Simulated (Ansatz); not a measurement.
# C2H3BOS: the cost of one run

Computed with Ansatz 0.2.0. Level: RKS r2SCAN-D4/def2-SVP.

## 1. The system as given

SMILES `BC(=O)C=S`, 8 atoms, charge 0, spin multiplicity 1.

Atoms are counted from 1 here; the program's logs count them from 0.

Bond lengths: B1–C2 1.548 Å, B1–H6 1.213 Å, B1–H7 1.215 Å, C2–O3 1.258 Å, C2–C4 1.454 Å, C4–S5 1.636 Å, C4–H8 1.112 Å. Angles: C2–B1–H6 117.1°, C2–B1–H7 118.0°, H6–B1–H7 124.4°, B1–C2–O3 76.6°, B1–C2–C4 153.1°, O3–C2–C4 130.2°, C2–C4–S5 120.0°, C2–C4–H8 116.0°, S5–C4–H8 123.4°.

As a file:

```mol
C2H3BOS
  3D, bonds by distance, orders not assigned

  8  7  0  0  0  0  0  0  0  0999 V2000
    0.5730    1.1421    0.6465 B   0  0
   -0.1214   -0.1425    0.1324 C   0  0
    0.0374   -0.3679    1.3597 O   0  0
   -0.6576   -0.9954   -0.9165 C   0  0
    0.1011   -2.3919   -1.3028 S   0  0
    1.7821    1.1908    0.5585 H   0  0
   -0.1299    2.0753    0.9798 H   0  0
   -1.4926   -0.5673   -1.5134 H   0  0
  1  2  8  0
  1  6  8  0
  1  7  8  0
  2  3  8  0
  2  4  8  0
  4  5  8  0
  4  8  8  0
M  END
```

## 2. Relaxation

input.yaml

```yaml
crystal:
  periodic: [false, false, false]
  atoms:
    - { symbol: B, position_ang: [0.573041, 1.142088, 0.64649] }
    - { symbol: C, position_ang: [-0.121423, -0.142491, 0.132377] }
    - { symbol: O, position_ang: [0.037353, -0.367915, 1.35969] }
    - { symbol: C, position_ang: [-0.657603, -0.995437, -0.916528] }
    - { symbol: S, position_ang: [0.101102, -2.391948, -1.302778] }
    - { symbol: H, position_ang: [1.782113, 1.190824, 0.558543] }
    - { symbol: H, position_ang: [-0.129883, 2.075253, 0.979803] }
    - { symbol: H, position_ang: [-1.492599, -0.567273, -1.513397] }
basis:
  gaussian: { orbitals: def2-SVP }
hamiltonian:
  xc: r2scan
  dispersion: d4
output:
  forces: true
relax:
  f_tol: 0.003
  max_steps: 120
```

Started as:

```console
$ ansatz run input.yaml --threads 1 --pin off --max-ram 2560MiB --backend cpu --events-out ev --progress --plain --runs-dir out
```

Q: Estimate wall time and peak memory on 1 thread of Intel Xeon 6975P-C (Granite Rapids), shared host.

About 22 s, with a peak of 0.17 GiB.
